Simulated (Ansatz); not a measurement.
**Si5CN8: the band gap up the ladder of functionals**

The task here is to estimate one member of a computed series from the others.

The runs shown are made with Ansatz 0.2.0. PAW datasets, plane waves. (Calculated; spin-unpolarised; the phase may be known or hypothetical.)

### The structure to begin with

The cell was relaxed beforehand with r2SCAN.

The symmetry is Pm (No. 6, monoclinic); conventional cell a = 7.395 Å, b = 2.851 Å, c = 7.424 Å, β = 119.7°, 9.71 Å³ an atom. Si has 4 N at 1.70–1.74 Å; Si has 4 N at 1.70 Å; Si has 4 N at 1.72–1.75 Å; Si has 4 N at 1.69–1.74 Å; C has 4 N at 1.45–1.68 Å.

The structure in full:

```cif
data_structure
_symmetry_space_group_name_H-M 'P 1'
_symmetry_Int_Tables_number 1
_cell_length_a 7.4236
_cell_length_b 2.8508
_cell_length_c 7.3947
_cell_angle_alpha 90.000
_cell_angle_beta 119.680
_cell_angle_gamma 90.000
_cell_volume 135.97
loop_
_atom_site_label
_atom_site_type_symbol
_atom_site_fract_x
_atom_site_fract_y
_atom_site_fract_z
_atom_site_occupancy
Si1 Si 0.58981 0.50000 0.82764 1
Si2 Si 0.82236 0.00000 0.23304 1
Si3 Si 0.78516 0.00000 0.60377 1
Si4 Si 0.22635 0.50000 0.40801 1
C1 C 0.19415 0.50000 0.77467 1
Si5 Si 0.39656 0.00000 0.15885 1
N1 N 0.32087 0.50000 0.67572 1
N2 N 0.65975 0.00000 0.33295 1
N3 N 0.70854 0.50000 0.67825 1
N4 N 0.66280 0.00000 0.97053 1
N5 N 0.05513 0.00000 0.70930 1
N6 N 0.96512 0.50000 0.29733 1
N7 N 0.29689 0.00000 0.32791 1
N8 N 0.31652 0.50000 0.00203 1
```

Set-up of the first run:

File input.yaml:

```yaml
crystal:
  lattice:
    - [7.4235539307, 0.0, 0.0290457432]
    - [0.0, 2.8508246476, 0.0]
    - [-3.6866276823, 0.0, 6.4101722553]
  atoms:
    - { symbol: Si, position: [0.5898088958, 0.5, 0.8276431059] }
    - { symbol: Si, position: [0.8223570418, 0.0, 0.2330424979] }
    - { symbol: Si, position: [0.7851568776, 0.0, 0.603771017] }
    - { symbol: Si, position: [0.226345171, 0.5, 0.4080063357] }
    - { symbol: C, position: [0.1941528665, 0.5, 0.7746667132] }
    - { symbol: Si, position: [0.396559853, 0.0, 0.1588515194] }
    - { symbol: "N", position: [0.3208686344, 0.5, 0.6757189526] }
    - { symbol: "N", position: [0.6597471255, 0.0, 0.3329497692] }
    - { symbol: "N", position: [0.70853615, 0.5, 0.6782493909] }
    - { symbol: "N", position: [0.662804294, 0.0, 0.9705292156] }
    - { symbol: "N", position: [0.0551331858, 0.0, 0.7092953518] }
    - { symbol: "N", position: [0.965119606, 0.5, 0.297330296] }
    - { symbol: "N", position: [0.2968936943, 0.0, 0.3279145769] }
    - { symbol: "N", position: [0.3165166042, 0.5, 0.0020312578] }
kpoints:
  mp_grid: { grid: [4, 10, 4] }
  band_path:
    path:
      - [0.0, 0.0, 0.0]
      - [1.909200831009e-18, -0.5, -3.046094409774e-35]
      - [0.5, -0.5, -4.036932150036e-17]
      - [0.5, -3.923568827602e-35, -4.036932150036e-17]
      - [0.0, 0.0, 0.0]
      - [0.5, 4.957715026616e-19, -0.5]
      - [0.5, -0.5, -0.5]
      - [1.909200831009e-18, -0.5, -3.046094409774e-35]
      - [-4.454038301412e-17, -0.5, -0.5]
      - [-4.454038301412e-17, 4.957715026616e-19, -0.5]
      - [0.0, 0.0, 0.0]
    npoints: 10
hamiltonian:
  xc: pbe
scf:
  occupations: { method: fermi_dirac, width: 0.02 }
  n_extra_bands: 7
output:
  forces: true
  stress: true
  eigenvalues: true
```

Among the steps run: PBE band path; Single point with r2SCAN; HSE06; Single point with PBE0.

One of the session's tables, all rows but one given; the rest of the session is left out.

```
 level  gap (eV)
   PBE      1.99
r2SCAN      2.33
 HSE06         ?
  PBE0      4.20
```

**Question.** Estimate the row for HSE06.

As computed: gap (eV): 3.44. In the column «gap (eV)» it lies between r2SCAN (2.33) and PBE0 (4.20).

Meshes: PBE 4×10×4, r2SCAN 4×10×4, HSE06 2×6×2, PBE0 2×6×2

PBE reaches 58 % of the HSE06 value, and r2SCAN 68 %. PBE0 lies 0.76 eV above HSE06, which differs from it by screening the long-range exchange.

Caveats from the session: Warnings in the runs' records: stress scf threshold loose, stress exchange threshold loose.
